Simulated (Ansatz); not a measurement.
# InH3 (SMILES [InH3]): levels of theory compared

We compute a comparison of 6 runs (CAM-B3LYP/STO-3G, r2SCAN/STO-3G, wB97M-V/STO-3G, CCSDT(Q)/STO-3G, CCSDT/STO-3G, UCCSD(T)/STO-3G) of InH3. 

Program for the calculation: Ansatz 0.2.0.

29 further runs of the same task are left out: 1 that didn't finish, 28 set aside as unsound or not needed.

**1. The system as given**

InH3 has 4 atoms, charge 0, and is taken as a singlet. SMILES: `[InH3]`. The H3–In1 distance was set to 2.155 Å, away from the relaxed value.

Bond lengths: In1–H2 1.724 Å, In1–H4 1.724 Å. Angles: H2–In1–H4 120.0°.

**2. A single-point energy at CAM-B3LYP/STO-3G (run 1)**

The input, run.yaml:

```yaml
crystal:
  periodic: [false, false, false]
  atoms:
    - {symbol: In, position_ang: [0.291284, 0.007951, 0.323986]}
    - {symbol: H, position_ang: [0.692884, 1.539051, 1.007286]}
    - {symbol: H, position_ang: [-1.095600, -0.107300, -1.321400]}
    - {symbol: H, position_ang: [0.999184, -1.430949, 0.957086]}
basis:
  gaussian:
    orbitals: STO-3G
hamiltonian:
  xc: {name: CAM-B3LYP}
accuracy: high
```

Run with:

```bash
$ ansatz run run.yaml --threads 1 --pin off --max-ram 2610MiB --events-out events.jsonl --progress --plain --runs-dir runs
```

Standard output:

```text
Warning: RAYON_NUM_THREADS=1 ignored (pool sized by the plan → 1); use --threads N
Functional definition: CAM-B3LYP
  name "CAM-B3LYP"
  parameter alpha = 0.19
  parameter beta = 0.46
  parameter omega = 0.33/bohr
  parameter ac = 0.81
  exchange = (1 - alpha - beta)*b88_x + beta*b88_x_sr(omega) + alpha*exact_x + beta*exact_x_lr(omega)
  correlation = (1 - ac)*vwn5_c + ac*lyp_c
525 factors; integrals over basis functions are off by at most 3.9e-9 eV
117 factors; integrals over basis functions are off by at most 7.0e-10 eV
mean field evaluation 1: about -154743.4326 eV, gradient 1.1e1 eV
mean field evaluation 2: about -154744.0364 eV, gradient 4.3e0 eV
mean field evaluation 4: about -154744.1473 eV, gradient 8.4e-2 eV
mean field evaluation 8: about -154744.0776 eV, gradient 5.6e-4 eV
mean field evaluation 16: about -154744.0776 eV, gradient 3.0e-8 eV
mean field -154744.07761049 eV, -5686.7399628823 hartree, gradient 3.0e-8 eV, S^2 0.000000; 0 other end points of the search recorded, 0 dependent functions left out
reference -154744.07762306 eV, -5686.7399633443 hartree; 26, 26 occupied and 4, 4 virtual orbitals, 525 factors
Total energy: -154744.07762306 eV, -5686.7399633443 hartree
```

It took 1.6 s on 1 thread of Arm Neoverse V1, shared host; peak memory 0.1 GiB.

**3. The energy at r2SCAN/STO-3G (run 2)**

Edit run.yaml of step 2 so:

```diff
@@ -8,6 +8,4 @@
 basis:
-  gaussian:
-    orbitals: STO-3G
-hamiltonian:
-  xc: {name: CAM-B3LYP}
+  gaussian: {orbitals: STO-3G}
+hamiltonian: {xc: {name: r2SCAN}}
 accuracy: high
```

Run with:

```bash
$ ansatz run run.yaml --threads 1 --pin off --max-ram 2610MiB --events-out events.jsonl --progress --plain --runs-dir runs
```

Standard output:

```text
Warning: RAYON_NUM_THREADS=1 ignored (pool sized by the plan → 1); use --threads N
Functional definition: r2SCAN
  name "r2SCAN"
  parameter k0 = 0.174
  parameter k1 = 0.065
  parameter a1 = 4.9479
  exchange = r2scan_x(k0 = k0, k1 = k1, a1 = a1)
  correlation = r2scan_c
525 factors; integrals over basis functions are off by at most 3.9e-9 eV
mean field evaluation 1: about -154742.6113 eV, gradient 1.9e1 eV
mean field evaluation 2: about -154742.8052 eV, gradient 1.7e1 eV
mean field evaluation 4: about -154744.3902 eV, gradient 6.0e-1 eV
mean field evaluation 8: about -154744.3333 eV, gradient 2.7e-4 eV
mean field -154744.33332586 eV, -5686.7493602491 hartree, gradient 2.4e-8 eV, S^2 0.000000; 0 other end points of the search recorded, 0 dependent functions left out
reference -154744.33332626 eV, -5686.7493602638 hartree; 26, 26 occupied and 4, 4 virtual orbitals, 525 factors
Total energy: -154744.33332626 eV, -5686.7493602638 hartree
```

It took 3.3 s on 1 thread of Arm Neoverse V1, shared host; peak memory 0.13 GiB.

**4. A single-point energy at wB97M-V/STO-3G (run 3)**

The input, job.yaml:

```yaml
crystal:
  periodic: [false, false, false]
  atoms:
    - symbol: In
      position_ang: [0.291284, 0.007951, 0.323986]
    - symbol: H
      position_ang: [0.692884, 1.539051, 1.007286]
    - symbol: H
      position_ang: [-1.095600, -0.107300, -1.321400]
    - symbol: H
      position_ang: [0.999184, -1.430949, 0.957086]
basis:
  gaussian:
    orbitals: STO-3G
accuracy: high
hamiltonian:
  xc: {name: wB97M-V}
```

Run with:

```bash
$ ansatz run job.yaml --threads 1 --pin off --max-ram 2610MiB --events-out events.jsonl --progress --plain --runs-dir runs
```

Standard output, shortened:

```text
Warning: RAYON_NUM_THREADS=1 ignored (pool sized by the plan → 1); use --threads N
Functional definition: wB97M-V
  name "wB97M-V"
[...]
  gx(w, u) = 1 - cx + cx01*u + cx10*w
  gss(w, u) = css00 + css04*u^4 + css10*w + css20*w^2 + css43*w^4*u^3
  gos(w, u) = cos00 + cos10*w + (cos20 + cos21*u)*w^2 + (cos60 + cos61*u)*w^6
[...]
      + integral(e_c_pw_mod_opposite_spin*gos(b97_w_opposite, b97_u_opposite)) + vv10(b, c)
525 factors; integrals over basis functions are off by at most 3.9e-9 eV
112 factors; integrals over basis functions are off by at most 7.5e-10 eV
[...]
mean field -154742.14015100 eV, -5686.6687625595 hartree, gradient 7.1e-8 eV, S^2 0.000000; 0 other end points of the search recorded, 0 dependent functions left out
reference -154742.14015349 eV, -5686.6687626509 hartree; 26, 26 occupied and 4, 4 virtual orbitals, 525 factors
Total energy: -154742.14015349 eV, -5686.6687626509 hartree
```

Wall time 16 s (1 thread of Arm Neoverse V1, shared host); peak memory 0.26 GiB.

Runs 4 to 5 aren't shown in full; the table further down has their settings and results.

**5. A single-point energy at UCCSD(T)/STO-3G (run 6)**

The input, in.yaml:

```yaml
crystal:
  periodic: [false, false, false]
  atoms:
    - {symbol: In, position_ang: [0.291284, 0.007951, 0.323986]}
    - {symbol: H, position_ang: [0.692884, 1.539051, 1.007286]}
    - {symbol: H, position_ang: [-1.095600, -0.107300, -1.321400]}
    - {symbol: H, position_ang: [0.999184, -1.430949, 0.957086]}
basis:
  gaussian: {orbitals: STO-3G}
magnetization: {spin_polarized: true, initial_magnetization: 0}
correlation: {method: ccsd_t, frozen_orbitals: {H: 0, In: 18}}
accuracy: high
scf: {omitted_lower_state_checks: [cluster_reference, increment]}
```

Run with:

```bash
$ ansatz run in.yaml --threads 1 --pin off --max-ram 2610MiB --events-out events.jsonl --progress --plain --runs-dir runs
```

Standard output:

```text
Warning: RAYON_NUM_THREADS=1 ignored (pool sized by the plan → 1); use --threads N
[... 12 lines left out ...]
18 core orbitals not correlated: weight in the atoms' cores, before any rotation towards them, 1.000 or more for the frozen orbitals, at most 0.000 for the correlated occupied ones
[... 21 lines left out ...]
Total energy: -154685.61598424 eV, -5684.5915377446 hartree
Checks for a lower state left out: cluster_reference, increment
```

It took 0.66 s on 1 thread of Arm Neoverse V1, shared host; peak memory 0.09 GiB.

**6. Overview of the runs**

| run | level | frozen core orbitals | energy (Eh) | wall time |
| --- | --- | --- | --- | --- |
| 1 | CAM-B3LYP/STO-3G | – | -5686.739963 | 1.6 s |
| 2 | r2SCAN/STO-3G | – | -5686.749360 | 3.3 s |
| 3 | wB97M-V/STO-3G | – | -5686.668763 | 16 s |
| 4 | CCSDT(Q)/STO-3G | 18 | -5684.591922 | 0.61 s |
| 5 | CCSDT/STO-3G | 18 | -5684.591886 | 0.58 s |
| 6 | UCCSD(T)/STO-3G | 18 | -5684.591538 | 0.66 s |

**7. What came out**

```
                                           quantity           value
                                run 6: total energy  -5684.59154 Eh
run 6: correlation energy (18 core orbitals frozen)       -64.0 mEh
                              run 6: (T) correction       -0.62 mEh
                               run 6: T1 diagnostic           0.006
```

What this shows: Totals of different functionals can't be ranked against each other. In runs 1, 2, 3, 4, 5, 6 the basis is minimal, so the values are rough. In runs 1, 2, 3, 4, 5, 6 relativity is left out where basis or elements ask for it. All runs together took 23 s, the longest 16 s.
